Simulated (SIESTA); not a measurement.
# Bi2Te3 (Tellurobismuthite) under changes of volume

One of the cells (33.871 Å³/atom); the others are scaled copies at fixed shape and fractional positions:

```
Bi Te
1.0
     2.19300    1.26613   10.16567
    -2.19300    1.26613   10.16567
     0.00000   -2.53226   10.16567
Bi Te
2 3
Direct
  0.60000 0.60000 0.60000
  0.40000 0.40000 0.40000
  0.79050 0.79050 0.79050
  0.20950 0.20950 0.20950
  0.00000 0.00000 0.00000
```

- Program: SIESTA 5.4.2
- Functional: LDA
- Potentials or basis: PseudoDojo 0.4 standard (LDA files)
- Basis: DZP (energy shift 0.003 Ry; two zetas on semicore shells)
- Grid cutoff: 500 Ry
- Energy shift: 0.003 Ry
- k mesh: 5 × 5 × 5
- Occupations: fermi-dirac, width 0.05 eV
- Spin: no spin polarisation

| volume (Å³/atom) | energy over the lowest point (meV/atom) | pressure (GPa) | gap on the mesh (eV) | largest force (eV/Å) |
| --- | --- | --- | --- | --- |
| 31.839 | 11.37 | 2.7 | 0.16 | 0.444 |
| 32.517 | 2.96 | 1.3 | 0.18 | 0.296 |
| 33.194 | 0.00 | 0.1 | 0.19 | 0.164 |
| 33.871 | 1.90 | -1.0 | 0.21 | 0.112 |
| 34.549 | ? | ? | ? | ? |
| 35.226 | 18.22 | -2.8 | 0.23 | 0.194 |
| 35.904 | 31.75 | -3.6 | 0.24 | 0.295 |

What does the run at 34.549 Å³/atom give?

Energy over the lowest point 8.13 meV/atom; pressure -1.9 GPa; gap on the mesh 0.22 eV; largest force 0.085 eV/Å.

Worked out: A Birch-Murnaghan fit of order 3 (a polynomial in V^(-2/3)) to the other rows has its minimum at 33.25 Å³/atom with B0 = V·E''(V) = 56 GPa and B' = 4.7 at fixed shape and positions, which overstates the stiffness. It gives 8.14 meV/atom at 34.549 Å³/atom, against the run's 8.13, and -dE/dV = -1.9 GPa, against -1.9. A straight line through the other rows of the gap, of slope 0.656 eV per unit of ln V (its deformation potential), gives 0.22 eV, against the run's 0.22.

Energies are extrapolated to zero smearing.

Caveats: spin-orbit coupling is left out, which as a rule narrows the gap of such compounds by several tenths of an eV; an odd mesh through Γ misses points on the zone boundary, where band edges often lie; the basis of atomic orbitals isn't converged, which shifts pressures, moduli and gaps.
